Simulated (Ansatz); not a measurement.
# CH3BBrFO: a ladder of functionals and wavefunction methods

How much do the methods differ for CH3BBrFO? The plan is to run it at one geometry with functionals of several rungs and with coupled cluster. The yardstick is the atomisation energy at the CCSD(T) limit.

The runs use Ansatz 0.2.0, Gaussian basis; functionals in def2-TZVPP, the program's frozen cores in correlated methods.

Levels to be run: PBE-D4, r2SCAN-D4, PBE0-D4, B3LYP-D4, ωB97X-V, ωB97M-V, B2PLYP; CCSD(T)/def2-TZVPP; MP2/def2-QZVPP; extrapolation to the limit.

### Step 1. The relaxed structure

An earlier PBE0-D4/def2-TZVP relaxation fixed the geometry.

SMILES `OCB(F)Br`, 8 atoms, charge 0, spin multiplicity 1.

Atoms are counted from 1 here; the program's logs count them from 0.

Bond lengths: O1–C2 1.404 Å, O1–H6 0.963 Å, C2–B3 1.560 Å, C2–H7 1.102 Å, C2–H8 1.102 Å, B3–F4 1.313 Å, B3–Br5 1.924 Å. Angles: C2–O1–H6 108.7°, O1–C2–B3 118.1°, O1–C2–H7 109.9°, O1–C2–H8 109.9°, B3–C2–H7 106.7°, B3–C2–H8 106.7°, H7–C2–H8 104.6°, C2–B3–F4 120.7°, C2–B3–Br5 121.4°, F4–B3–Br5 117.8°.

### Step 2. PBE-D4 (GGA)

File in.yaml:

```yaml
crystal:
  periodic: [false, false, false]
  atoms:
    - {symbol: O, position_ang: [-0.627001, 0.399625, 1.392393]}
    - {symbol: C, position_ang: [-0.154402, -0.522670, 0.444894]}
    - {symbol: B, position_ang: [0.403233, 0.028806, -0.903503]}
    - {symbol: F, position_ang: [0.859298, -0.787650, -1.825276]}
    - {symbol: Br, position_ang: [0.447302, 1.916727, -1.274100]}
    - {symbol: H, position_ang: [-0.528358, 1.287696, 1.034003]}
    - {symbol: H, position_ang: [0.643598, -1.140506, 0.888014]}
    - {symbol: H, position_ang: [-0.951471, -1.239329, 0.187774]}
basis:
  gaussian: {orbitals: def2-TZVPP}
hamiltonian: {xc: pbe, dispersion: d4}
output: {forces: true, orbitals: {seedname: orbitals}}
```

Started as:

```sh
$ ansatz run in.yaml --threads 4 --pin off --events-out ev --progress --plain --max-ram 10444MiB
```

Further steps of the session: r2SCAN-D4 (meta-GGA); PBE0-D4 (hybrid); B3LYP-D4 (hybrid); ωB97X-V (range-separated); ωB97M-V (range-separated); B2PLYP (double hybrid); CCSD(T) in def2-TZVPP; MP2 in def2-QZVPP.

**Question.** What will the summary of the whole plan be? Wanted: atomisation energy, CCSD(T)/CBS; farthest; mean size of error, hybrid; mean size of error, range-separated; gap, smallest and largest; T1 diagnostic; triples share of the correlation energy.

As calculated:

| quantity | value |
| --- | --- |
| atomisation energy, CCSD(T)/CBS | 745.4 kcal/mol |
| functionals within 7.5 kcal/mol (1.0 %) | r2SCAN-D4, PBE0-D4, B3LYP-D4, ωB97X-V, ωB97M-V |
| farthest | PBE-D4 (+22.7 kcal/mol) |
| mean size of error, hybrid | 3.5 kcal/mol |
| mean size of error, range-separated | 1.1 kcal/mol |
| gap, smallest and largest | 4.55 eV (PBE-D4), 12.06 eV (ωB97X-V) |
| T1 diagnostic | 0.0107 |
| triples share of the correlation energy | 3.4 % |

**Reading.** PBE-D4 misses by +22.7 kcal/mol, or 3.2 kcal/mol for each of 7 bonds. Double hybrids carry the basis error of their MP2 part in triple zeta, and no dispersion term here, so their miss is partly the set-up's. The reference freezes the cores and leaves out relativity and excitations past (T), and its outer-core shells are covered unevenly, so misses under about 7.5 kcal/mol can't be ranked. All levels share the lack of spin-orbit coupling, which lowers the free heavy atoms and so the true binding. Hartree-Fock recovers 73 % of the binding; the rest is correlation. The gap grows from 4.5 to 12.1 eV across the functionals, mostly with the share of exact exchange. Correlated methods include outer-core shells of Br, which these sets cover unevenly.
